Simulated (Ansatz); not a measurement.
**The Si atom: HSE06 and PBE0 beside PBE**

Computed with Ansatz 0.2.0 (DFT, plane waves (420 eV) with PBE-made PAW files, scalar-relativistic; functionals as named at each step, unless a step says otherwise).

## (1) The system as given

Periodic box: 14.0 × 14.4 × 14.8 Å.

Coordinates:

```xyz
1
Lattice="14.0000 0.0000 0.0000 0.0000 14.4000 0.0000 0.0000 0.0000 14.8000" Properties=species:S:1:pos:R:3 pbc="T T T"
Si    7.0000    7.2000    7.4000
```

## (2) PBE

The run with PBE.

File input.yaml:

```yaml
crystal:
  lattice:
    - [14.0, 0.0, 0.0]
    - [0.0, 14.4, 0.0]
    - [0.0, 0.0, 14.8]
  atoms:
    - { symbol: Si, position: [0.5, 0.5, 0.5], spin: 2.0 }
  symmetry: { detect: false, time_reversal: true }
hamiltonian:
  xc: pbe
  pseudopotentials:
    kind: paw
    azcp:
      Si: "pseudopotentials/Si.paw.azcp"
basis:
  ecutwfc: 420
  fft_grid_basis: typed
kpoints:
  mp_grid: { grid: [1, 1, 1], shift: [0, 0, 0] }
magnetization:
  spin_polarized: true
scf:
  occupations: { method: fermi_dirac, width: 0.01 }
output:
  write_density: true
  write_potential: true
  elf: true
  volumetric_format: npy
```

Started as:

```console
ansatz run input.yaml --threads 4 --pin off --max-ram 10240MiB --backend cpu --events-out ev --progress --plain --runs-dir out
```

Q: Estimate wall time and peak memory on 4 threads of Arm Neoverse V1, shared host.

About 76 s, with a peak of 1.5 GiB.
